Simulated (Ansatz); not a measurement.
**FeNi: a tetragonal deformation path**

One table from this session's results is given with a row withheld; the runs are named, their logs left out.

Computed with Ansatz 0.2.0 (DFT r2SCAN, scalar-relativistic, plane waves, PAW, unless a step's input says otherwise).

1 further run of the same task is left out (set aside as unsound or not needed).

### The starting structure

The structure is tetragonal, space group P4/mmm (No. 123). The conventional cell has a = 2.533 Å, b = 2.533 Å, c = 3.582 Å, α = 90.00°, β = 90.00°, γ = 90.00°. Fe (site symmetry 4/mmm) is surrounded by 8 Ni at 2.53 Å and 4 Fe at 2.53 Å. Ni (site symmetry 4/mmm) is surrounded by 8 Fe at 2.53 Å and 4 Ni at 2.53 Å.

Structure file:

```
Fe Ni
1.0
     2.53300    0.00000    0.00000
     0.00000    2.53300    0.00000
     0.00000    0.00000    3.58200
Fe Ni
1 1
Cartesian
  0.0000 0.0000 0.0000
  1.2665 1.2665 1.7910
```

Source of the structure: the Crystallography Open Database.

Set-up of the first run:

input.yaml

```yaml
crystal:
  lattice:
    - [2.533, 0.0, 0.0]
    - [0.0, 2.533, 0.0]
    - [0.0, 0.0, 3.582]
  atoms:
    - { symbol: Fe, position: [0.0, 0.0, 0.0], spin: 4.0 }
    - { symbol: Ni, position: [0.5, 0.5, 0.5], spin: 2.0 }
basis:
  ecutwfc: 500
kpoints:
  mp_grid: { grid: [8, 8, 6] }
hamiltonian:
  xc: r2scan
scf:
  occupations: { method: gaussian, width: 0.1 }
  lower_state_search: "off"
output:
  forces: true
  stress: true
  eigenvalues: true
  populations: true
magnetization:
  spin_polarized: true
```

Run with:

```
$ ansatz run input.yaml --threads 1 --pin off --max-ram 2560MiB --backend cpu --events-out ev --progress --plain --runs-dir out
```

Among the steps run: A first look at the start; Zero of the scan; ρ = 0.850; Point ρ = 1.200; Point ρ = 0.920; At ρ = 1.100; ρ = 0.960.

One of the session's tables, all rows but one given; the rest of the session is left out.

```
    ρ  ΔE (meV/atom)  pressure (GPa)  moment (μB/cell)
0.850           54.5            -2.6              3.79
0.920           14.9            -4.3              3.67
0.960            2.9            -5.1              3.60
1.000            0.0            -5.4              3.56
1.100              ?               ?                 ?
1.200          134.6            -3.1              3.45
```

**Question.** Estimate the row for ρ = 1.100.

Worked estimate for «ΔE (meV/atom)». A straight line through the neighbours (1.000, 0.0) and (1.200, 134.6) gives 0.0 + (134.6 − 0.0) × (1.100 − 1.000) / (1.200 − 1.000) = 67.3; a parabola fitted to 3 rows on both sides gives 36.2.

**Answer.** ΔE (meV/atom): 36.4; pressure (GPa): -5.2; moment (μB/cell): 3.47. In «ΔE (meV/atom)» the line misses by +30.9 and the parabola by -0.2.

To keep in mind: Other magnetic orders or occupations could lie lower; they were not searched in full. Warnings in the runs' records: stability check not made.
